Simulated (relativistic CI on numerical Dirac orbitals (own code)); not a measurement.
# Tc⁵⁺ (4d2) in crystal fields: levels and magnetism

Aim: the levels, ground state and powder susceptibility of Tc⁵⁺ in 6 parametric crystal fields.

The numbers are computed with relativistic CI on numerical Dirac orbitals (own code) version 1 (Dirac-Coulomb-Breit CI, KLI orbitals optimised for each configuration, model QED (radiative potential, 1s self-energy scaled to tabulated hydrogen-like ionisation energies), valence Slater integrals scaled by 0.85, one configuration in a parametric crystal field), except any that are marked as measured or tabulated.

## 1. Starting point

```
ion            : Tc⁵⁺ (Tc VI)
nuclear charge : 43
electrons      : 38
open shell     : 4d2
Slater scale   : 0.85
field 1 (cm⁻¹) : D3d, 10Dq = 61300, Dsigma = 410, Dtau = -40
field 2 (cm⁻¹) : D3d, 10Dq = 17300, Dsigma = 650, Dtau = 210
field 3 (cm⁻¹) : D4h, 10Dq = 48300, Ds = 1920, Dt = 470
field 4 (cm⁻¹) : D4h, 10Dq = 40700, Ds = -420, Dt = -180
field 5 (cm⁻¹) : D4h, 10Dq = 57800, Ds = 1450, Dt = -240
field 6 (cm⁻¹) : D3d, 10Dq = 61600, Dsigma = -1080, Dtau = 180
```

Outer shells as boxes (Hund's rule):

[Kr] 4d2
```
[Kr] core
4d [↑ ][↑ ][  ][  ][  ]
```

## 2. Field 1: D3d, 10Dq = 61300, Dsigma = 410, Dtau = -40

Settings of the run:

```ini
atom Tc  Z=43  charge=5  electrons=38
nucleus A=97  rms_radius_fm=4.4112
hamiltonian dirac-coulomb  breit=on  qed=on  c_scale=1
orbitals kli  potential=per-configuration
slater_scale 0.85
correlation none
mixing on
configurations
  [Kr] 4d2
end
crystal_field D3d 10Dq=61300 Dsigma=410 Dtau=-40
```

## 3. Field 2: D3d, 10Dq = 17300, Dsigma = 650, Dtau = 210

Settings: those of step 2 with these lines changed.

```diff
@@ -10,2 +10,2 @@
 end
-crystal_field D3d 10Dq=61300 Dsigma=410 Dtau=-40
+crystal_field D3d 10Dq=17300 Dsigma=650 Dtau=210
```

## 4. Field 3: D4h, 10Dq = 48300, Ds = 1920, Dt = 470

Settings: those of step 3 with these lines changed.

```diff
@@ -10,2 +10,2 @@
 end
-crystal_field D3d 10Dq=17300 Dsigma=650 Dtau=210
+crystal_field D4h 10Dq=48300 Ds=1920 Dt=470
```

## 5. Field 4: D4h, 10Dq = 40700, Ds = -420, Dt = -180

Settings: those of step 4 with these lines changed.

```diff
@@ -10,2 +10,2 @@
 end
-crystal_field D4h 10Dq=48300 Ds=1920 Dt=470
+crystal_field D4h 10Dq=40700 Ds=-420 Dt=-180
```

## 6. Field 5: D4h, 10Dq = 57800, Ds = 1450, Dt = -240

Settings: those of step 5 with these lines changed.

```diff
@@ -10,2 +10,2 @@
 end
-crystal_field D4h 10Dq=40700 Ds=-420 Dt=-180
+crystal_field D4h 10Dq=57800 Ds=1450 Dt=-240
```

## 7. Field 6: D3d, 10Dq = 61600, Dsigma = -1080, Dtau = 180

Settings: those of step 6 with these lines changed.

```diff
@@ -10,2 +10,2 @@
 end
-crystal_field D4h 10Dq=57800 Ds=1450 Dt=-240
+crystal_field D3d 10Dq=61600 Dsigma=-1080 Dtau=180
```

(Steps that only read results are left out.)

Q: Predict the outcome of this session. Wanted: ground spin.

The runs gave:

| field | ground state | degeneracy | S | J | first gap (cm⁻¹) | stabilisation (cm⁻¹) | χT at 2 K | χT at 300 K |
| --- | --- | --- | --- | --- | --- | --- | --- | --- |
| 1: D3d | E | 2 | 1.00 | 2.71 | 250 | -45231 | 0.092 | 0.336 |
| 2: D3d | E | 2 | 1.00 | 2.67 | 571 | -12316 | 0.043 | 0.269 |
| 3: D4h | A1 | 1 | 1.00 | 2.82 | 144 | -34414 | 0.010 | 0.638 |
| 4: D4h | B1 | 1 | 1.00 | 2.68 | 44 | -29803 | 0.005 | 0.284 |
| 5: D4h | A1 | 1 | 1.00 | 2.89 | 114 | -46573 | 0.017 | 0.768 |
| 6: D3d | A1 | 1 | 1.00 | 2.78 | 97 | -46642 | 0.012 | 0.525 |

χT is in cm³ K/mol; stabilisation counts from the free ion's lowest level; S and J come from the expectation values of their squares.

```
                           quantity                                                 value
ground spin (effective S from ⟨S²⟩)  1: 1.00, 2: 1.00, 3: 1.00, 4: 1.00, 5: 1.00, 6: 1.00
                        χT at 300 K                                0.27 to 0.77 cm³ K/mol
```

In words: All fields leave the ground state at S = 1. Fields 3, 4, 5, 6 leave a non-degenerate ground state well apart, so χT falls towards zero on cooling. The field is a set of parameters, without covalency or charge transfer.
